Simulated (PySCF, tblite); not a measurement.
**C₃H₄N₃O−: geometry, infrared bands, NMR shifts and spin-spin couplings**

What infrared bands, NMR shifts and spin-spin couplings should C₃H₄N₃O− (`COc1c[n-]nn1`) show?

Programs: tblite 0.8.0 and PySCF 2.14.0, with density-fitted response routines of our own. Each step states its level of theory. These are calculated values for one molecule in the gas phase, unless marked as measured. Atoms are numbered from 0 throughout.

### Step 1. The starting structure

11 atoms, charge -1, multiplicity 1; geometry from: force field or distance geometry start.

Bonds of the start (Å): C0–O1 1.41, O1–C2 1.43, C2–C3 1.37, C3–N4 1.35, N4–N5 1.36, N5–N6 1.36, N6–C2 1.33, C0–H7 1.09, C0–H8 1.10, C0–H9 1.10, C3–H10 1.07.

### Step 2. Relaxing the molecule with GFN2-xTB

What the job is given:

```
{"job": {"kind": "relax", "xc": "GFN2-xTB", "basis": "xTB"}, "charge": -1, "multiplicity": 1}
C     -1.861700    -0.211100     0.200600
O     -0.852200     0.767400     0.058800
C      0.448800     0.175300     0.137500
C      1.601000     0.898900     0.024900
N      2.649700     0.052700     0.140900
N      2.079800    -1.176800     0.293700
N      0.722200    -1.120200     0.296100
H     -1.831900    -0.933400    -0.610800
H     -2.827800     0.306100     0.143100
H     -1.828800    -0.708400     1.180200
H      1.706300     1.952300    -0.106000
```

The run is started by

```console
$ OMP_NUM_THREADS=1 python probes_run.py task.json out
```

This one command runs all jobs of the session in turn.

**Question.** This job is followed by: GFN2-xTB harmonic vibrations, gas phase; GIAO PBE0/pcSseg-1 NMR shielding, non-relativistic, gas phase; B3LYP/pcJ-1 indirect spin-spin coupling, non-relativistic, gas phase. Predict these results of the whole session: strongest single infrared mode (GFN2-xTB); zero-point energy (GFN2-xTB); ¹³C shifts against TMS (PBE0/pcSseg-1); ¹H shifts against TMS (PBE0/pcSseg-1, means over atoms taken as alike); ¹⁷O shifts against H2O (PBE0/pcSseg-1); ¹⁵N shifts against NH3 (PBE0/pcSseg-1); largest coupling of the table (B3LYP/pcJ-1).

**Answer**, as computed:

```
                                                              quantity                     value
                             strongest single infrared mode (GFN2-xTB)     3071 cm⁻¹, 184 km/mol
                                          zero-point energy (GFN2-xTB)             47.6 kcal/mol
                                ¹³C shifts against TMS (PBE0/pcSseg-1)    171.0, 113.0, 56.2 ppm
¹H shifts against TMS (PBE0/pcSseg-1, means over atoms taken as alike)            6.68, 4.00 ppm
                                ¹⁷O shifts against H2O (PBE0/pcSseg-1)                  55.6 ppm
                                ¹⁵N shifts against NH3 (PBE0/pcSseg-1)   404.0, 380.7, 335.8 ppm
                           largest coupling of the table (B3LYP/pcJ-1)  ¹J(C,H) C3–H10, 181.4 Hz
```

**Reading.** Over 26 steps the energy fell by 0.176 eV; of the close pairs, N4–N5 changed most, 1.364 to 1.314 Å. No mode is imaginary among the 27: a minimum at this level. The strongest single mode, at 3071 cm⁻¹, moves mainly H10. GFN2-xTB is a fitted tight-binding method: band positions and strengths are rough. Its intensities can rank the bands wrongly. At PBE0/pcSseg-1: The widest tensor belongs to N5: span 511 ppm, with a paramagnetic part of -457 ppm. NICS(1)zz of -34 ppm above the planar ring from C2 marks a diatropic (aromatic) ring current. In the run at B3LYP/pcJ-1, the largest coupling of the table is C3–H10, 181.4 Hz, of which the Fermi-contact term gives 179.4 Hz. Couplings across rotatable bonds belong to this one conformer; where others are populated, the observed values are averages.
